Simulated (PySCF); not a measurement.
# Bi: excitation energy in ANO-RCC-VTZP

Aim: the excitation energy of bismuth from differences of total energies, at each level of theory, and how far each lands from the tabulated value where there is one.

The numbers are computed with PySCF 2.14.0 (unrestricted determinants in a Gaussian basis, no spin-orbit coupling in the energies), except any that are marked as measured or tabulated.

## Step 1: What is computed

| Property | Result |
| --- | --- |
| Element | bismuth (Z = 83) |
| Basis | ANO-RCC-VTZP |
| Hamiltonian | scalar relativity by spin-free X2C-1e |
| State 1 | Bi: [Xe] 4f14 5d10 6s1 6p4, high-spin 4P determinant (an excited configuration) |
| Needed too, but not shown | Bi [Xe] 4f14 5d10 6s2 6p3 (4S) |
| Methods | CCSD(T) |
| Core shells frozen in the correlated runs | valence: [Xe] 4f14 5d10 (for Bi) |

Outer shells as boxes (Hund's rule):

Bi [Xe] 4f14 5d10 6s1 6p4
```
[Xe] core
4f [↑↓][↑↓][↑↓][↑↓][↑↓][↑↓][↑↓]
5d [↑↓][↑↓][↑↓][↑↓][↑↓]
6s [↑ ]
6p [↑↓][↑ ][↑ ]
```

The runs were made by one driver on top of PySCF. The scripts below sum up each run's settings (the driver also hands on starting orbitals that pick excited configurations, and frozen orbitals as a list rather than a count), and the logs come from the driver's own runs. The driver starts from symmetry-adapted Hartree-Fock orbitals, holds the occupation by maximum overlap and uses a logarithmic radial grid for functionals, so a plain start would take other cycles.

The integrals over 93 functions and the set-up took 98 s of CPU time.

## Step 2: Bi [Xe] 4f14 5d10 6s1 6p4: CCSD(T) (valence)

**CCSD(T) (valence)**

Contents of input.py:

```python
from pyscf import gto, scf, dft, mp, cc
import basis_set_exchange as bse
mol = gto.M(atom="Bi 0 0 0", charge=0, spin=3, symmetry="D2h",
            basis=gto.basis.parse(bse.get_basis("ANO-RCC-VTZP", elements=["Bi"], fmt="nwchem")),
            nucmod="G")
mf = scf.UHF(mol).sfx2c1e()
mf.irrep_nelec = {'Ag': (12, 11), 'B1g': (3, 3), 'B2g': (3, 3), 'B3g': (3, 3), 'Au': (1, 1), 'B1u': (7, 6), 'B2u': (7, 7), 'B3u': (7, 6)}
mf.kernel()
mycc = cc.CCSD(mf, frozen=39).run()
mycc.ccsd_t()
```

Before running it: what results should come out?

**Answer**, as computed:

| quantity | value |
| --- | --- |
| excitation energy, Bi → [Xe] 4f14 5d10 6s1 6p4 | UHF 9.257, CCSD(T) (valence) 8.739 eV |

Each level's miss (mean over 1 difference):

| method | mean absolute miss against CCSD(T) (valence) (eV) |
| --- | --- |
| UHF | 0.517 |
| MP2 (valence) | 0.492 |
| SCS-MP2 (valence) | 0.483 |
| CCSD (valence) | 0.135 |
| CCSD(T) (valence) | 0.000 |

What this shows: The methods span 0.517 eV, from CCSD(T) (valence) (8.739) to UHF (9.257). No reference value is at hand in this session. All values hold for this basis alone; no basis-set limit was taken.
